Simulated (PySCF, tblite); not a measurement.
# C4H2F3O radical: geometry, infrared bands and EPR parameters

What infrared bands and EPR parameters should C4H2F3O radical (`F/C=[C]/O/C(F)=C\F`) show?

Computed with tblite 0.8.0 and PySCF 2.14.0, with density-fitted response routines of our own, on a single molecule in the gas phase. Atoms count from 0, in the outputs and in this text.

### Step 1. The starting structure

10 atoms, charge 0, multiplicity 2; geometry from: force field or distance geometry start.

Bonds of the start (Å): F0–C1 1.36, C1–C2 1.28, C2–O3 1.34, O3–C4 1.38, C4–F5 1.35, C4–C6 1.33, C6–F7 1.34, C1–H8 1.08, C6–H9 1.08.

### Step 2. Optimising the geometry with GFN2-xTB

The job: settings as JSON, then the geometry in Å.

```
{"job": {"kind": "relax", "xc": "GFN2-xTB", "basis": "xTB"}, "charge": 0, "multiplicity": 2}
F      3.072100    -1.581700    -0.693900
C      2.294200    -0.549200    -0.286600
C      1.023300    -0.659400    -0.158900
O     -0.307300    -0.766900    -0.057500
C     -0.880900     0.401200     0.401600
F     -0.130800     1.496100     0.655700
C     -2.195700     0.498800     0.571000
F     -3.027400    -0.527000     0.345600
H      2.892200     0.323000    -0.061000
H     -2.730900     1.369700     0.920400
```

The run is started by

```
$ OMP_NUM_THREADS=1 python probes_run.py task.json out
```

This one command runs all jobs of the session in turn.

The program printed:

```text
step      E/eV     max force
  0    -752.98406    2.601
  1    -753.08204    1.486
  2    -753.12395    1.643
  3    -753.15019    0.509
  4    -753.16328    0.405
  5    -753.17137    0.370
  6    -753.17765    0.293
  7    -753.18490    0.258
  8    -753.19480    0.355
  9    -753.20401    0.394
 10    -753.21089    0.351
 11    -753.21571    0.303
 12    -753.22102    0.279
 13    -753.22977    0.387
 14    -753.23941    0.419
 15    -753.24502    0.312
 16    -753.25020    0.275
 17    -753.25859    0.409
 18    -753.26943    0.558
 19    -753.28168    0.445
 20    -753.29246    0.358
 21    -753.29993    0.227
 22    -753.30453    0.227
 23    -753.31271    0.215
 24    -753.31719    0.180
 25    -753.32035    0.254
 26    -753.32437    0.214
 27    -753.32907    0.287
 28    -753.33375    0.269
 29    -753.33929    0.223
 30    -753.34457    0.222
 31    -753.35101    0.355
 32    -753.35925    0.468
 33    -753.36697    0.371
 34    -753.37241    0.225
 35    -753.37631    0.298
 36    -753.37985    0.348
 37    -753.38462    0.387
 38    -753.39200    0.284
 39    -753.40002    0.333
 40    -753.41056    0.527
 41    -753.43126    0.830
 42    -753.45818    0.869
 43    -753.48748    0.697
 44    -753.49186    0.471
 45    -753.49823    0.520
 46    -753.50462    0.205
 47    -753.50733    0.180
 48    -753.51177    0.171
 49    -753.51343    0.100
 50    -753.51444    0.091
 51    -753.51514    0.083
 52    -753.51636    0.089
 53    -753.51714    0.075
 54    -753.51761    0.059
 55    -753.51802    0.059
 56    -753.51858    0.062
 57    -753.51928    0.073
 58    -753.51981    0.064
 59    -753.52009    0.046
 60    -753.52033    0.053
 61    -753.52076    0.062
 62    -753.52147    0.079
 63    -753.52238    0.102
 64    -753.52336    0.091
 65    -753.52461    0.121
 66    -753.52646    0.157
 67    -753.52888    0.202
 68    -753.53159    0.206
 69    -753.53376    0.222
 70    -753.53417    0.216
 71    -753.53540    0.122
 72    -753.53579    0.036
 73    -753.53601    0.037
 74    -753.53618    0.037
 75    -753.53624    0.022
 76    -753.53629    0.018
 77    -753.53635    0.018
 78    -753.53641    0.021
 79    -753.53646    0.016
 80    -753.53648    0.007
```

Run time: 0.31 s. Hardware: 1 thread of Arm Neoverse V2, shared host.

Relaxation path: (not every step is listed)

```csv
step,energy from step 0 (eV),largest force (eV/Å)
0,0.0000,2.6014
1,-0.0980,1.4856
2,-0.1399,1.6428
3,-0.1661,0.5087
4,-0.1792,0.4054
5,-0.1873,0.3703
6,-0.1936,0.2928
7,-0.2008,0.2583
8,-0.2107,0.3546
14,-0.2554,0.4187
20,-0.3084,0.3582
26,-0.3403,0.2143
32,-0.3752,0.4678
38,-0.4079,0.2845
44,-0.5078,0.4705
50,-0.5304,0.0912
56,-0.5345,0.0616
62,-0.5374,0.0792
68,-0.5475,0.2059
74,-0.5521,0.0372
75,-0.5522,0.0221
76,-0.5522,0.0176
77,-0.5523,0.0180
78,-0.5524,0.0207
79,-0.5524,0.0164
80,-0.5524,0.0075
```

Close pairs (by a distance rule), those that changed most:

```
 bond  before (Å)  after (Å)  change (Å)
O3–C4       1.380      1.328      -0.052
C1–C2       1.282      1.305      +0.023
C2–O3       1.339      1.321      -0.018
F0–C1       1.355      1.338      -0.017
C1–H8       1.081      1.094      +0.012
C4–C6       1.329      1.340      +0.010
C4–F5       1.351      1.344      -0.007
C6–F7       1.340      1.335      -0.005
```

The final coordinates are the input of the step that follows.

### Step 3. Harmonic vibrations with GFN2-xTB

The job: settings as JSON, then the geometry in Å.

```
{"job": {"kind": "ir", "xc": "GFN2-xTB", "basis": "xTB"}, "charge": 0, "multiplicity": 2}
F      3.299742    -1.131711    -0.095164
C      2.131337    -0.538460    -0.366505
C      0.988728    -1.088887    -0.057969
O     -0.280135    -0.741789    -0.175963
C     -0.809255     0.290334     0.471525
F      0.061812     1.130749     1.056461
C     -2.118819     0.546663     0.590631
F     -3.036034    -0.250166     0.037696
H      2.285395     0.384266    -0.933044
H     -2.513887     1.403657     1.108677
```

The program printed:

```text
mode    cm-1     km/mol
  1      51.7      1.87
  2      72.3      0.44
  3     145.5     17.88
  4     177.0      2.98
  5     263.9      0.09
  6     283.9     15.48
  7     337.7      5.55
  8     455.6      2.37
  9     487.0     13.75
 10     508.8      3.54
 11     672.1     19.14
 12     680.4      1.64
 13     693.5     20.58
 14     867.4     12.28
 15    1041.3    178.09
 16    1118.2      7.79
 17    1155.7    456.42
 18    1176.4     56.86
 19    1211.9     52.38
 20    1249.1    185.39
 21    1669.7      8.71
 22    1765.4      5.46
 23    2873.5      8.69
 24    3123.9     25.67
```

Run time: 0.19 s. Hardware: 1 thread of Arm Neoverse V2, shared host.

The strongest bands and the atoms that carry them (share of the mass-weighted mode):

```csv
cm⁻¹,km/mol,atoms
672,19.1,"H9 24 %, O3 21 %, C6 12 %, F5 10 %"
694,20.6,"H9 39 %, H8 33 %, C1 16 %"
1041,178.1,"C1 33 %, F0 19 %, C2 17 %, O3 15 %"
1156,456.4,"C4 20 %, H8 15 %, C6 13 %, F7 12 %"
1176,56.9,"H8 28 %, C4 18 %, C6 11 %, H9 10 %"
1212,52.4,"H8 43 %, H9 16 %, C1 16 %"
1249,185.4,"C4 30 %, H9 24 %, O3 22 %"
3124,25.7,H9 93 %
```

### Step 4. EPR parameters: B3LYP/pcH-1

Same as in step 3 but for these lines:

```diff
@@ -1,2 +1,2 @@
-{"job": {"kind": "ir", "xc": "GFN2-xTB", "basis": "xTB"}, "charge": 0, "multiplicity": 2}
+{"job": {"kind": "epr", "basis": "pcH-1"}, "charge": 0, "multiplicity": 2}
 F      3.299742    -1.131711    -0.095164
```

With the program's defaults for keys left out, this is: UKS B3LYP, pcH-1 on C F H O, non-relativistic, mean-field spin-orbit, GIAO.

The program printed:

```text
UKS, coarse grid
  cycle   1  E = -528.10319646  |g| = 5.94e-01
  cycle   2  E = -527.94002974  |g| = 9.54e-01
  cycle   3  E = -528.21964883  |g| = 7.47e-02
  cycle   4  E = -528.22093576  |g| = 5.32e-02
  cycle   5  E = -528.22203790  |g| = 1.73e-02
  cycle   6  E = -528.22220788  |g| = 8.80e-03
  cycle   7  E = -528.22226293  |g| = 3.08e-03
  cycle   8  E = -528.22228184  |g| = 1.88e-03
  cycle   9  E = -528.22228773  |g| = 9.52e-04
UKS, final grid
  cycle   1  E = -528.22236272  |g| = 1.11e-03
  cycle   2  E = -528.22236268  |g| = 1.76e-03
  cycle   3  E = -528.22236396  |g| = 2.77e-04
  cycle   4  E = -528.22236419  |g| = 2.40e-04
  cycle   5  E = -528.22236434  |g| = 6.99e-05
  cycle   6  E = -528.22236434  |g| = 1.80e-05
E = -528.22236434 Eh   <S^2> = 0.7606 (exact 0.7500)
g shifts (ppm)      1          2          3
  rmc          -197       -197       -197
  gc             39         -2         15
  oz_so        -231        114       1114
  total        -389        -85        932
hyperfine (MHz)  atom isotope    a_iso     a_fc   dipolar eigenvalues
    0   19F      81.60      81.60    -62.82     -7.10     69.91
    1   13C      17.32      17.32    -23.44     -5.03     28.48
    2   13C     417.72     417.72    -72.35    -49.71    122.06
    3   17O     -76.15     -76.15    -49.16     24.00     25.15
    4   13C       2.58       2.58    -12.74      2.75      9.99
    5   19F      -6.40      -6.40    -27.35      5.90     21.45
    6   13C      12.36      12.36    -10.91     -9.54     20.44
    7   19F      18.06      18.06    -35.20    -26.59     61.79
    8    1H      92.51      92.51     -6.50     -0.32      6.82
    9    1H      -8.71      -8.71     -5.09     -0.87      5.96
```

It took 42 s on 1 thread of Arm Neoverse V2, shared host; peak memory 0.74 GiB.

Principal g values 2.00193, 2.00223, 2.00325; g(iso) = 2.00247, against 2.00232 for a free electron.

Hyperfine couplings, nucleus by nucleus at this fixed geometry (no averaging over rotations):

```
nuclei  isotope  a(iso) (MHz)  a(iso) (G, at g = 2.0023)  largest dipolar term (MHz)
    C2      13C         417.7                      149.1                       122.1
    H8       1H          92.5                       33.0                         6.8
    F0      19F          81.6                       29.1                        69.9
    O3      17O         -76.2                      -27.2                       -49.2
    F7      19F          18.1                        6.4                        61.8
    C1      13C          17.3                        6.2                        28.5
    C6      13C          12.4                        4.4                        20.4
    H9       1H          -8.7                       -3.1                         6.0
    F5      19F          -6.4                       -2.3                       -27.4
    C4      13C           2.6                        0.9                       -12.7
```

Mulliken spin populations:

| atom | value (e) |
| --- | --- |
| F0 | 0.00 |
| C1 | -0.08 |
| C2 | 0.86 |
| O3 | 0.09 |
| C4 | -0.05 |
| F5 | 0.00 |
| C6 | 0.12 |
| F7 | 0.01 |
| H8 | 0.06 |
| H9 | -0.01 |

In first order the couplings over 0.8 MHz of 1H, 19F give 32 distinct lines over 74.0 G.

The fields below are evaluated on a grid from the run's orbitals.

ELF in a plane through or near 7 of the atoms.

Ten even steps from '0' (0.00) to '9' (1.00):
```
0000000000000000000000000000
0000000000000000000000000000
0000000000000000000000000000
0000000000000011100000000000
0000000000000234300000000000
0000000000002688610275100000
0000000012005847710899600000
0000132035203867402999910000
0001476357610367344999710000
0002688626851133182284000000
0002785716963362293240000000
0001688548327777464552100000
0000366147217566102677400000
0000121028864797104887300000
0000000038851476004774100000
0000000036620132001221000000
0000000014310000000000000000
0000000000000000000000000000
0000000000000000000000000000
0000000000000000000000000000
```
The map spans 12.1 Å across and 7.9 Å up, centred on the molecule. Atoms in the plane (x, y in Å): C1 (-2.3, 0.0), C2 (-1.2, -0.8), O3 (0.0, -0.9), C4 (0.9, 0.1), F5 (0.4, 1.3), C6 (2.2, 0.0), H9 (2.9, 0.9).

On the surface of density 0.002 e/bohr³ the electrostatic potential runs, from the 1st to the 99th percentile, from -0.77 V near F0 to 1.63 V near H9.

The spin density lies nearest to C2 62 %; O3 11 %; C1, C6 about 7 % each (both signs).

### Step 5. What came out

| quantity | value |
| --- | --- |
| strongest single infrared mode (GFN2-xTB) | 1156 cm⁻¹, 456 km/mol |
| zero-point energy (GFN2-xTB) | 31.6 kcal/mol |
| g(iso) (B3LYP) | 2.00247 |
| ⟨S²⟩ | 0.761 (exact 0.75) |
| largest a(iso) | 13C on C2, 417.7 MHz |
| potential on the surface of density 0.002 e/bohr³, 1st and 99th percentile | -0.77 V and 1.63 V |

In words: Relaxing lowered the energy by 0.552 eV in 80 steps; the close pair that moved most is O3–C4, from 1.380 to 1.328 Å. No mode is imaginary among the 24: a minimum at this level. The strongest single mode, at 1156 cm⁻¹, has its largest shares on C4, H8, C6 and F7 (the list is cut at 4 atoms). Unscaled tight-binding wavenumbers are off by several per cent, some by more. Its intensities can rank the bands wrongly. C2 carries the largest spin population, 0.86 e. The isotropic g lies 0.2 ppt above the free-electron value. These values are for one conformer; the search (at its own cheap level) found 2 more, at 0.00, 1.06 kcal/mol (those within 0.05 may be mirror or relabelled copies), and measured spectra average over such forms.
